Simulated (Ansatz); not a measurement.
# SiH₄Se (SMILES [SiH3][SeH]): functionals against CCSD(T) at one geometry

How do the functionals fare away from a minimum? The structure is a structure displaced at random from a GFN2-xTB minimum.

Program: Ansatz 0.2.0, Gaussian basis. Level of theory: single points in def2-TZVPP. These are calculated values, not measurements.

Cores are frozen in the correlated methods. Filled d shells of the heavier atoms are correlated.

### 1 The system as given

6 atoms, charge 0, spin multiplicity 1.

Atoms are counted from 1 here; the program's logs count them from 0.

Bond lengths: Si1–Se2 2.193 Å, Si1–H3 1.489 Å, Si1–H4 1.594 Å, Si1–H5 1.461 Å, Se2–H6 1.655 Å. Angles: Se2–Si1–H3 114.9°, Se2–Si1–H4 112.1°, Se2–Si1–H5 112.9°, H3–Si1–H4 97.4°, H3–Si1–H5 110.2°, H4–Si1–H5 108.2°, Si1–Se2–H6 90.4°.

As a file:

```xyz
6

Si   -0.2351   -0.2656   -0.4123
Se    0.8507   -0.3619    1.4902
H    -1.6247    0.2607   -0.3153
H    -0.6035   -1.7135   -0.9667
H     0.5037    0.4465   -1.4524
H     0.9156    1.2906    1.5494
```

### 2 CCSD(T)/def2-TZVPP

run/in.yaml reads:

```yaml
crystal:
  periodic: [false, false, false]
  atoms:
    - {symbol: Si, position_ang: [-0.235100, -0.265600, -0.412300]}
    - {symbol: Se, position_ang: [0.850700, -0.361900, 1.490200]}
    - {symbol: H, position_ang: [-1.624700, 0.260700, -0.315300]}
    - {symbol: H, position_ang: [-0.603500, -1.713500, -0.966700]}
    - {symbol: H, position_ang: [0.503700, 0.446500, -1.452400]}
    - {symbol: H, position_ang: [0.915600, 1.290600, 1.549400]}
basis:
  gaussian: {orbitals: def2-TZVPP}
correlation: {method: ccsd_t}
output: {forces: true}
```

No record of the launch command was kept for these runs.

### 3 PBE0-D4/def2-TZVPP

Changes to run/in.yaml since step 2:

```diff
@@ -11,3 +11,3 @@
   gaussian: {orbitals: def2-TZVPP}
-correlation: {method: ccsd_t}
-output: {forces: true}
+hamiltonian: {xc: pbe0, dispersion: d4}
+output: {forces: true, orbitals: {seedname: orbitals}}
```

### 4 wB97M-V/def2-TZVPP

Changes to run/in.yaml since step 3:

```diff
@@ -11,3 +11,3 @@
   gaussian: {orbitals: def2-TZVPP}
-hamiltonian: {xc: pbe0, dispersion: d4}
-output: {forces: true, orbitals: {seedname: orbitals}}
+hamiltonian: {xc: {name: wB97M-V}}
+output: {forces: true}
```

### 5 r2SCAN-D4/def2-TZVPP

Changes to run/in.yaml since step 4:

```diff
@@ -11,3 +11,3 @@
   gaussian: {orbitals: def2-TZVPP}
-hamiltonian: {xc: {name: wB97M-V}}
+hamiltonian: {xc: r2scan, dispersion: d4}
 output: {forces: true}
```

### 6 PBE-D4/def2-TZVPP

Changes to run/in.yaml since step 5:

```diff
@@ -11,3 +11,3 @@
   gaussian: {orbitals: def2-TZVPP}
-hamiltonian: {xc: r2scan, dispersion: d4}
+hamiltonian: {xc: pbe, dispersion: d4}
 output: {forces: true}
```

### 7 r2SCANh-D4/def2-TZVPP

Changes to run/in.yaml since step 6:

```diff
@@ -11,3 +11,3 @@
   gaussian: {orbitals: def2-TZVPP}
-hamiltonian: {xc: pbe, dispersion: d4}
+hamiltonian: {xc: {name: r2SCANh}, dispersion: d4}
 output: {forces: true}
```

### 8 B97M-V/def2-TZVPP

Changes to run/in.yaml since step 7:

```diff
@@ -11,3 +11,3 @@
   gaussian: {orbitals: def2-TZVPP}
-hamiltonian: {xc: {name: r2SCANh}, dispersion: d4}
+hamiltonian: {xc: {name: B97M-V}}
 output: {forces: true}
```

(Steps that only read results are left out.)

What does the calculation give? Wanted: energy less free atoms, CCSD(T)/def2-TZVPP; RMS force component; RMS force error; HOMO and LUMO, PBE0-D4; T1 diagnostic.

The runs gave:

```
                                  quantity                                                                                             value
energy less free atoms, CCSD(T)/def2-TZVPP                                                                                    -1538.0 kJ/mol
                       RMS force component                                                              1.115 to 1.251 eV/Å over the methods
                           RMS force error  PBE0-D4 0.071, wB97M-V 0.052, r2SCAN-D4 0.068, PBE-D4 0.173, r2SCANh-D4 0.059, B97M-V 0.101 eV/Å
                    HOMO and LUMO, PBE0-D4                                                                                -7.31 and -1.15 eV
                             T1 diagnostic                                                                                             0.010
```

What this shows: Against CCSD(T) the functionals' energies less atoms differ by -42.4 to -12.1 kJ/mol, PBE-D4 by -22.9 kJ/mol. The reference is not at the basis limit: in triple zeta CCSD(T) underbinds, which counts against methods that bind more; the gaps are no ranking. On forces the order runs from wB97M-V to PBE-D4. Frozen-core CCSD(T) forces in triple zeta carry basis errors of their own, and this is one geometry, so small gaps rank nothing.
